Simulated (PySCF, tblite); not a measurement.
# C2H13NSSi4: geometry, infrared bands and NMR shifts

Wanted: the infrared bands and NMR shifts of C2H13NSSi4 (`C[SiH2]S[Si@@H]1NC[Si@@H]1[SiH3]`), by calculation.

The runs use tblite 0.8.0 and PySCF 2.14.0, with density-fitted response routines of our own; the level of theory stands in each step. All values are computed, except where a source is named. Atoms are numbered from 0 throughout.

## Step 1: The starting structure

21 atoms, charge 0, multiplicity 1; geometry from: force field or distance geometry start.

Bonds of the start (Å): C0–Si1 1.87, Si1–S2 2.12, S2–Si3 2.13, Si3–N4 1.79, N4–C5 1.45, C5–Si6 1.86, Si6–Si7 2.21, Si6–Si3 2.21, C0–H8 1.10, C0–H9 1.12, C0–H10 1.10, Si1–H11 1.47, Si1–H12 1.50, Si3–H13 1.46, N4–H14 1.04, C5–H15 1.09, C5–H16 1.12, Si6–H17 1.48, Si7–H18 1.47, Si7–H19 1.48, Si7–H20 1.46.

## Step 2: Geometry optimisation with GFN2-xTB

What the job is given:

```
{"job": {"kind": "relax", "xc": "GFN2-xTB", "basis": "xTB"}, "charge": 0, "multiplicity": 1}
C      3.841300     0.294400    -1.227200
Si     2.602100    -0.245500     0.061100
S      1.165600     1.304800     0.264300
Si    -0.473200     0.719900     1.491700
N     -0.765000    -1.041200     1.617800
C     -1.941800    -1.434700     0.864800
Si    -2.398100     0.327200     0.470500
Si    -2.487400     0.852600    -1.672800
H      4.581600    -0.494100    -1.415700
H      3.265600     0.459500    -2.169500
H      4.260600     1.268300    -0.945900
H      1.978000    -1.518000    -0.311500
H      3.357500    -0.473100     1.333900
H     -0.595100     1.465300     2.741700
H     -0.757000    -1.319300     2.620000
H     -1.759500    -2.089400     0.015500
H     -2.674200    -1.887000     1.578200
H     -3.571100     0.820300     1.217000
H     -2.895800     2.261700    -1.814400
H     -3.525700     0.037700    -2.346600
H     -1.217300     0.707600    -2.373200
```

Command:

```console
$ OMP_NUM_THREADS=1 python probes_run.py task.json out
```

One launch serves the whole session: the jobs run in the order shown.

**Question.** This job is followed by: GFN2-xTB harmonic vibrations, gas phase; GIAO PBE0/pcSseg-1 NMR shielding, non-relativistic, gas phase. What will the session give for the following? strongest single infrared mode (GFN2-xTB); zero-point energy (GFN2-xTB); ¹³C shifts against TMS (PBE0/pcSseg-1); ¹H shifts against TMS (PBE0/pcSseg-1, means over atoms taken as alike); ²⁹Si shifts against TMS (PBE0/pcSseg-1); ³³S shifts against CS2 (PBE0/pcSseg-1); ¹⁵N shifts against NH3 (PBE0/pcSseg-1); surface potential, 1st and 99th percentile.

The runs gave:

| quantity | value |
| --- | --- |
| strongest single infrared mode (GFN2-xTB) | 2230 cm⁻¹, 362 km/mol |
| zero-point energy (GFN2-xTB) | 87.2 kcal/mol |
| ¹³C shifts against TMS (PBE0/pcSseg-1) | 35.0, -4.0 ppm |
| ¹H shifts against TMS (PBE0/pcSseg-1, means over atoms taken as alike) | 6.47, 5.17, 4.92, 4.71, 3.76, 3.46, 3.14, 0.75, 0.46 ppm |
| ²⁹Si shifts against TMS (PBE0/pcSseg-1) | 4.8, -32.0, -50.3, -112.1 ppm |
| ³³S shifts against CS2 (PBE0/pcSseg-1) | -211 ppm |
| ¹⁵N shifts against NH3 (PBE0/pcSseg-1) | 54.7 ppm |
| surface potential, 1st and 99th percentile | -1.06 V and 1.22 V |

Relaxing lowered the energy by 1.210 eV in 170 steps; the close pair that moved most is Si3–Si6, from 2.214 to 2.333 Å. The lowest mode is imaginary (34i cm⁻¹), so the xTB geometry is not a minimum. The strongest single mode, at 2230 cm⁻¹, moves mainly H20. Unscaled tight-binding wavenumbers are off by several per cent, some by more. Its intensities can rank the bands wrongly. The most deshielded carbon is C5 (sp3 CH2 bonded to N and Si), at 35.0 ppm: deshielded by the electronegative neighbour. At PBE0/pcSseg-1: Shielding is most anisotropic at S2 (span 271 ppm, paramagnetic term -348 ppm). By nearest atom (PBE0/pcSseg-1), the HOMO sits on S2 42 %; N4 20 % and the LUMO on Si6 27 %; Si3 16 %.
